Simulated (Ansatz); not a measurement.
**C₃H₇BS: one species, many methods**

The task here is to estimate one member of a computed series from the others.

Program: Ansatz 0.2.0, Gaussian basis. Level of theory: functionals in def2-TZVPP, the program's frozen cores in correlated methods. These are calculated values, not measurements.

The runs, in order: PBE-D4, r2SCAN-D4, PBE0-D4, B3LYP-D4, ωB97X-V, ωB97M-V, B2PLYP; CCSD(T)/def2-TZVPP; MP2/def2-QZVPP; extrapolation to the limit.

### The geometry

The geometry comes from an earlier relaxation with PBE0-D4 in a triple-zeta def2 set; it is a stationary point, not always the lowest conformer.

12 atoms, charge 0, spin multiplicity 1.

Atoms are counted from 1 here; the program's logs count them from 0.

Bond lengths: C1–C2 1.488 Å, C1–H6 1.092 Å, C1–H7 1.094 Å, C1–H8 1.093 Å, C2–S3 1.794 Å, C2–B4 1.541 Å, C2–C5 1.506 Å, S3–B4 1.966 Å, S3–H9 1.361 Å, B4–C5 1.565 Å, B4–H10 1.186 Å, C5–H11 1.090 Å, C5–H12 1.092 Å. Angles: C2–C1–H6 111.9°, C2–C1–H7 112.2°, C2–C1–H8 108.5°, H6–C1–H7 108.6°, H6–C1–H8 107.7°, H7–C1–H8 107.7°, C1–C2–S3 122.6°, C1–C2–B4 146.8°, C1–C2–C5 131.1°, S3–C2–B4 71.8°, S3–C2–C5 101.8°, B4–C2–C5 61.8°, C2–S3–B4 48.1°, C2–S3–H9 102.8°, B4–S3–H9 106.2°, C2–B4–S3 60.1°, C2–B4–C5 58.0°, C2–B4–H10 143.7° and more.

As a file:

```xyz
12
charge 0, multiplicity 1
C    -1.4658    0.6017    0.3292
C    -0.0657    0.1557    0.0948
S     1.2627    0.4928    1.2520
B     1.2332    0.3559   -0.7089
C     0.4839   -1.0179   -0.6728
H    -1.5111    1.6362    0.6758
H    -1.9865   -0.0322    1.0534
H    -2.0113    0.5438   -0.6166
H     1.5831   -0.7470    1.7134
H     1.8232    1.1209   -1.3962
H    -0.0985   -1.2649   -1.5601
H     0.8297   -1.8999   -0.1299
```

The first run:

in.yaml reads:

```yaml
crystal:
  periodic: [false, false, false]
  atoms:
    - {symbol: C, position_ang: [-1.465788, 0.601683, 0.329196]}
    - {symbol: C, position_ang: [-0.065728, 0.155699, 0.094763]}
    - {symbol: S, position_ang: [1.262663, 0.492777, 1.252002]}
    - {symbol: B, position_ang: [1.233206, 0.355864, -0.708947]}
    - {symbol: C, position_ang: [0.483914, -1.017891, -0.672785]}
    - {symbol: H, position_ang: [-1.511129, 1.636151, 0.675767]}
    - {symbol: H, position_ang: [-1.986487, -0.032211, 1.053449]}
    - {symbol: H, position_ang: [-2.011300, 0.543764, -0.616577]}
    - {symbol: H, position_ang: [1.583137, -0.746979, 1.713383]}
    - {symbol: H, position_ang: [1.823175, 1.120868, -1.396170]}
    - {symbol: H, position_ang: [-0.098452, -1.264927, -1.560076]}
    - {symbol: H, position_ang: [0.829690, -1.899898, -0.129906]}
basis:
  gaussian: {orbitals: def2-TZVPP}
hamiltonian: {xc: pbe, dispersion: d4}
output: {forces: true, orbitals: {seedname: orbitals}}
```

The run is started by

```sh
ansatz run in.yaml --threads 4 --pin off --events-out ev --progress --plain --max-ram 10444MiB
```

Steps of the session up to this table: PBE-D4 (GGA); r2SCAN-D4 (meta-GGA); PBE0-D4 (hybrid); B3LYP-D4 (hybrid); ωB97X-V (range-separated); ωB97M-V (range-separated); B2PLYP (double hybrid); CCSD(T) in def2-TZVPP; MP2 in def2-QZVPP.

One table of the session follows, with a row left open; its other results are not shown here.

```
            method  atomisation energy (kJ/mol)
            PBE-D4                       4690.1
         r2SCAN-D4                       4600.7
           PBE0-D4                       4624.4
          B3LYP-D4                       4555.0
           ωB97X-V                       4574.6
           ωB97M-V                       4586.4
            B2PLYP                       4507.7
     HF/def2-TZVPP                       3354.3
    MP2/def2-TZVPP                       4522.2
   CCSD/def2-TZVPP                       4362.4
CCSD(T)/def2-TZVPP                       4435.6
           MP2/CBS                            ?
       CCSD(T)/CBS                       4542.1
```

Estimate the missing values for MP2/CBS.

The run gave: atomisation energy (kJ/mol): 4628.6. In the column «atomisation energy (kJ/mol)» it lies between PBE0-D4 (4624.4) and PBE-D4 (4690.1).

Limits of these values: Free atoms (3 C, 1 S, 1 B, 7 H) were run apart at each level; the atomisation energy is their sum less the molecule, without zero-point or spin-orbit terms.
